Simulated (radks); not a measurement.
**Er⁵⁵⁺ in [Ne] 3s2 3p1: an all-electron calculation**

The task here is to estimate one member of a computed series from the others.

The numbers are computed with radks (a radial shooting solver on a logarithmic mesh, Libxc functionals) version 1 (scalar-relativistic Kohn-Sham, LDA (Slater exchange, Perdew-Zunger correlation), spin-polarised, spherical densities, finite nucleus; open shells are filled with parallel spins first), except any that are marked as measured or tabulated.

## The atom as given

| Item | Value |
| --- | --- |
| element | erbium (Z = 68) |
| charge | +55 |
| electrons | 13 |
| configuration | [Ne] 3s2 3p1 |
| nuclear rms radius | 5.2516 fm |

The outer shells:

Er⁵⁵⁺
```
[Ne] core
3s [↑↓]
3p [↑ ][  ][  ]
```

Set-up of the first run:

Settings of this run:

```text
Z 68
configuration [Ne] 3s2 3p1 4s0 3d0
relativity scalar-relativistic
functional lda,pz
spin polarised
nucleus finite rms 5.2516 fm
c 137.035999084
```

Run with:

```sh
> python run_ks.py task.json out
```

The same process makes all the runs of this session.

One of the session's tables, all rows but one given; the rest of the session is left out.

It belongs to the step «Orbitals and density». Sizes of the orbitals, from the radial functions (bohr):

| level | <r> | outermost maximum (interpolated) | 90 % within | nodes |
| --- | --- | --- | --- | --- |
| 1s up | 0.02038 | 0.0129 | 0.0369 | 0 |
| 1s down | 0.02038 | 0.0129 | 0.0369 | 0 |
| 2s up | 0.08535 | 0.0728 | 0.132 | 1 |
| 2s down | 0.08533 | 0.0728 | 0.132 | 1 |
| 2p up | 0.07546 | 0.0590 | 0.122 | 0 |
| 2p down | 0.07545 | 0.0590 | 0.122 | 0 |
| 3s up | 0.2050 | 0.195 | 0.297 | 2 |
| 3s down | ? | ? | ? | ? |
| 3p up | 0.1999 | 0.189 | 0.296 | 1 |
| 3p down | 0.1999 | 0.189 | 0.296 | 1 |
| 3d up | 0.1758 | 0.149 | 0.267 | 0 |
| 3d down | 0.1757 | 0.149 | 0.267 | 0 |
| 4s up | 0.3792 | 0.384 | 0.534 | 3 |
| 4s down | 0.3797 | 0.384 | 0.534 | 3 |

Q: Estimate the row for 3s down from the others.

The run gave: <r>: 0.2051; outermost maximum (interpolated): 0.195; 90 % within: 0.298; nodes: 2. In the column «<r>» it lies between 3s up (0.2050) and 4s up (0.3792).

Caveats from the session: Open shells are spherical and high-spin; term and fine-structure splittings are not resolved.
